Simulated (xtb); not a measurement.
# C2H5OSb (SMILES C=[CH][SbH][OH]) at GFN2-xTB

We compute a structure relaxation of C2H5OSb. 

The calculation is run with xtb 6.7.1 later snapshot.

1 further run of the same task is left out (set aside as unsound or not needed).

**1. The molecule**

The species is C2H5OSb (9 atoms), meant as a singlet with charge 0. As SMILES, `C=[CH][SbH][OH]`. All atoms were displaced at random from a relaxed shape. The run starts from this shape.

Bond lengths: C1–C2 1.226 Å, C2–Sb3 2.224 Å, Sb3–O4 1.983 Å, C1–H5 1.115 Å, C1–H6 1.137 Å, C2–H7 1.110 Å, Sb3–H8 1.720 Å, O4–H9 0.823 Å. Angles: C1–C2–Sb3 121.7°, C2–Sb3–O4 93.0°, C1–C2–H7 121.8°, Sb3–C2–H7 115.6°, C2–C1–H5 121.7°, C2–C1–H6 128.5°, C2–Sb3–H8 89.3°, O4–Sb3–H8 87.6°, Sb3–O4–H9 113.8°, H5–C1–H6 108.2°.

**2. A geometry optimisation at GFN2-xTB**

xtb.inp

```
$opt
   hessian=lindh-d2
$end
```

start.xyz

```xyz
9

C      0.071710     1.353720    -0.646270
C      0.481350     0.202750    -0.748180
Sb     0.823420    -1.078830     1.037020
O     -1.112570    -1.201050     1.447860
H     -0.099250     1.995210    -1.541740
H      0.046030     2.017100     0.277050
H      0.524970    -0.317780    -1.727550
H      0.627640    -2.472980     0.048750
H     -1.357680    -0.694590     2.048650
```

Started as:

```console
$ xtb -I xtb.inp --opt tight -c 0 --gfn 2 -P 1 -- start.xyz > xtb.out 2> xtb.err
```

What values should one expect? Wanted: total energy at the end; dipole moment; HOMO energy; LUMO energy; HOMO–LUMO gap; dispersion energy; mean polarisability.

Answer, from the run:

Level: GFN2-xTB.

```
                      quantity          value
       total energy at the end   -13.06877 Eh
                 dipole moment         2.42 D
                   HOMO energy      -10.25 eV
                   LUMO energy       -6.14 eV
                 HOMO–LUMO gap        4.12 eV
             dispersion energy  -13.23 kJ/mol
mean polarisability (D4 model)     72.6 bohr³
```

What this shows: At the final geometry: Bond lengths: C1–C2 1.317 Å, C2–Sb3 2.146 Å, Sb3–O4 1.977 Å, C1–H5 1.081 Å, C1–H6 1.079 Å, C2–H7 1.082 Å, Sb3–H8 1.697 Å, O4–H9 0.955 Å. Angles: C1–C2–Sb3 125.0°, C2–Sb3–O4 92.7°, C1–C2–H7 121.0°, Sb3–C2–H7 114.0°, C2–C1–H5 122.2°, C2–C1–H6 122.2°, C2–Sb3–H8 90.4°, O4–Sb3–H8 87.7°, Sb3–O4–H9 113.1°, H5–C1–H6 115.6°. The optimisation took 66 steps and changed the energy by -1.086 eV. Mulliken charges run from -0.51 on O4 to +0.33 on Sb3.
